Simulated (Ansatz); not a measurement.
# BaH: the cost of one run

Method: DFT PBE, scalar-relativistic, plane waves, PAW, unless a step names another level, in Ansatz 0.2.0.

1 further run of the same task is left out (it didn't finish).

**1. Starting point**

The structure is cubic, space group Fm-3m (No. 225). Conventional cell: a = 5.810 Å, b = 5.810 Å, c = 5.810 Å, α = 90.00°, β = 90.00°, γ = 90.00°. Around Ba (site symmetry m-3m) lie 6 H at 2.90 to 2.91 Å. Around H (site symmetry m-3m) lie 6 Ba at 2.90 to 2.91 Å.

As a file:

```xyz
2
Lattice="-2.0542 2.0542 2.9042 2.0542 -2.0542 2.9042 2.0542 2.0542 -2.9042" Properties=species:S:1:pos:R:3 pbc="T T T"
Ba    0.0000    0.0000    0.0000
H     0.0000    0.0000    2.9042
```

It is the end of an earlier relaxation with the same method, from a generated guess; it needn't be the stable form of this composition. At a tolerance of 0.05 Å it has space group Fm-3m (No. 225); it has 24.51 Å³/atom, an uncorrected energy of -0.26 eV/atom over the elements.

**2. Static run: bands, density of states and charges**

The input, input.yaml:

```yaml
crystal:
  lattice:
    - [-2.0541866851, 2.0541866851, 2.9041680576]
    - [2.0541866851, -2.0541866851, 2.9041680576]
    - [2.0541866851, 2.0541866851, -2.9041680576]
  atoms:
    - { symbol: Ba, position: [0.0, 0.0, 0.0] }
    - { symbol: H, position: [0.5, 0.5, 0.0] }
basis:
  ecutwfc: 420
kpoints:
  mp_grid: { grid: [20, 20, 20] }
  band_path:
    path:
      - [[0.0, 0.0, 0.0], [0.0, 0.0, 0.5], [0.25, 0.25, 0.25], [0.0, 0.5, 0.0], [0.0, 0.0, 0.0], [0.5, 0.5, -0.5], [0.37507668, 0.62492332, -0.37507668]]
      - [[-0.37507668, 0.37507668, 0.37507668], [0.0, 0.0, 0.0]]
      - [[0.0, 0.0, 0.5], [-0.25015336, 0.25015336, 0.5]]
      - [[0.5, 0.5, -0.25015336], [0.5, 0.5, -0.5]]
    npoints: 14
hamiltonian:
  xc: pbe
scf:
  occupations: { method: gaussian, width: 0.1 }
  n_extra_bands: 6
output:
  forces: true
  stress: true
  eigenvalues: true
  populations: true
  dos: { projected: true, de: 0.02, nscf_kmesh: { grid: [30, 30, 30] } }
  bader: true
```

The run is started by

```
ansatz run input.yaml --threads 1 --pin off --max-ram 2048MiB --backend cpu --events-out ev --progress --plain --runs-dir out
```

**Question.** How long does this run take on 1 thread of Intel Xeon Platinum 8375C at 2.90GHz (Ice Lake), shared host, and how much memory does it need?

About 77 s, with a peak of 0.99 GiB.
